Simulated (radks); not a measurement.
# Co⁺ in [Ar] 3d7 4f1: an all-electron calculation

Wanted: eigenvalues, radial structure and energy terms of the cobalt ion Co+.

Program: radks (a radial shooting solver on a logarithmic mesh, Libxc functionals) version 1. Level of theory: Dirac Kohn-Sham, OLYP, spin-unpolarised, spherical densities, point nucleus; open shells fill j = l - 1/2 first. These are calculated values, not measurements, unless marked.

## (1) The atom as given

```
element       : cobalt (Z = 27)
charge        : +1
electrons     : 26
configuration : [Ar] 3d7 4f1
```

## (2) Self-consistent calculation

Settings of this run:

```text
Z 27
configuration [Ar] 3d7 4f1
relativity Dirac
functional optx,lyp
spin unpolarised
j_filling energy
nucleus point
c 137.035999084
```

The run is started by

```console
$ python run_ks.py task.json out
```

This one command runs every case of the session in turn.

What does the calculation give?

The runs gave:

```
                        quantity                   value
                    total energy     -1392.96024 hartree
exchange-correlation share of it                  4.28 %
                            −T/E                  1.0151
          highest occupied level        4f5/2, -2.380 eV
    most extended occupied level  4f5/2, <r> = 8.76 bohr
 radius at density 0.001 e/bohr³               3.06 bohr
    maxima of the radial density                       4
```

**Reading.** The radial density shows 4 maxima for 4 occupied principal shells. −T/E is 1.015: with relativity the kinetic term as defined here no longer equals −E. This is not the tabulated ground configuration, so its levels and sizes aren't those of the ground state, and no measured value stands beside it.
